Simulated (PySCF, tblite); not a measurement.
# C₄H₁₂SSeSi₂: geometry, infrared bands and NMR shifts

What infrared bands and NMR shifts should C₄H₁₂SSeSi₂ (`[SiH3]CS[SiH2][Se]C1CC1`) show?

Programs: tblite 0.8.0 and PySCF 2.14.0, with density-fitted response routines of our own. Each step states its level of theory. These are calculated values for one molecule in the gas phase, unless marked as measured. Atoms count from 0, in the outputs and in this text.

**1. Starting geometry**

20 atoms, charge 0, multiplicity 1; geometry from: force field or distance geometry start.

Bonds of the start (Å): Si0–C1 1.86, C1–S2 1.84, S2–Si3 2.13, Si3–Se4 2.28, Se4–C5 1.93, C5–C6 1.51, C6–C7 1.51, C7–C5 1.53, Si0–H8 1.46, Si0–H9 1.48, Si0–H10 1.48, C1–H11 1.12, C1–H12 1.09, Si3–H13 1.48, Si3–H14 1.48, C5–H15 1.13, C6–H16 1.11, C6–H17 1.10, C7–H18 1.11, C7–H19 1.12.

**2. Relaxing the molecule with GFN2-xTB**

What the job is given:

```
{"job": {"kind": "relax", "xc": "GFN2-xTB", "basis": "xTB"}, "charge": 0, "multiplicity": 1}
Si    -4.131100     0.387900    -0.057800
C     -3.075100    -0.729100    -1.096400
S     -2.156200    -1.900100    -0.022400
Si    -0.459300    -0.889500     0.769400
Se     1.249700    -0.746700    -0.731600
C      2.585800     0.387800     0.082700
C      3.545400     1.173100    -0.777400
C      4.029000    -0.089100    -0.113900
H     -3.327700     1.529700     0.379500
H     -4.654100    -0.401800     1.077000
H     -5.217100     0.877600    -0.932500
H     -3.747500    -1.361900    -1.724400
H     -2.413100    -0.145800    -1.737200
H      0.074600    -1.630200     1.938400
H     -0.765000     0.505100     1.177200
H      2.351200     0.849800     1.089400
H      3.472800     1.082200    -1.883700
H      3.845200     2.138300    -0.337300
H      4.179800    -0.979900    -0.760900
H      4.607500    -0.046800     0.839300
```

The run is started by

```
$ OMP_NUM_THREADS=1 python probes_run.py task.json out
```

One launch serves the whole session: the jobs run in the order shown.

**Question.** This job is followed by: GFN2-xTB harmonic vibrations, gas phase; GIAO PBE0/pcSseg-1 NMR shielding, non-relativistic, gas phase. What will the session give for the following? strongest single infrared mode (GFN2-xTB); zero-point energy (GFN2-xTB); 13C shifts against TMS (PBE0/pcSseg-1, means over atoms taken as alike); 1H shifts against TMS (PBE0/pcSseg-1, means over atoms taken as alike); 29Si shifts against TMS (PBE0/pcSseg-1); 33S shifts against CS2 (PBE0/pcSseg-1); 77Se shifts against Me2Se (PBE0/pcSseg-1); surface potential, 1st and 99th percentile.

As calculated:

```
                                                               quantity                                   value
                              strongest single infrared mode (GFN2-xTB)                    658 cm⁻¹, 432 km/mol
                                           zero-point energy (GFN2-xTB)                           88.0 kcal/mol
13C shifts against TMS (PBE0/pcSseg-1, means over atoms taken as alike)                    11.5, 10.9, 10.3 ppm
 1H shifts against TMS (PBE0/pcSseg-1, means over atoms taken as alike)  5.69, 4.00, 1.71, 1.69, 0.96, 0.65 ppm
                                29Si shifts against TMS (PBE0/pcSseg-1)                        -11.1, -71.2 ppm
                                 33S shifts against CS2 (PBE0/pcSseg-1)                                -184 ppm
                              77Se shifts against Me2Se (PBE0/pcSseg-1)                                -124 ppm
                                  surface potential, 1st and 99th percentile                      -0.94 V and 1.01 V
```

In words: The optimisation took 153 steps and gained 0.600 eV; among the close pairs (by a distance rule), Si0–C1 changed most, from 1.855 to 1.905 Å. No mode is imaginary among the 54: a minimum at this level. The strongest single mode, at 658 cm⁻¹, is carried by H14, H13, C1. GFN2-xTB is a fitted tight-binding method: band positions and strengths are rough. Its intensities can rank the bands wrongly. At PBE0/pcSseg-1: The largest span, 1128 ppm, is at Se4, where the paramagnetic term is -1121 ppm. At PBE0/pcSseg-1, counted by nearest atom on the grid, the HOMO lies on Se4 75 %, the LUMO on Se4 15 %; C5 13 %. Spin-orbit coupling is left out, which matters for shieldings and couplings at and beside the heavy atoms.
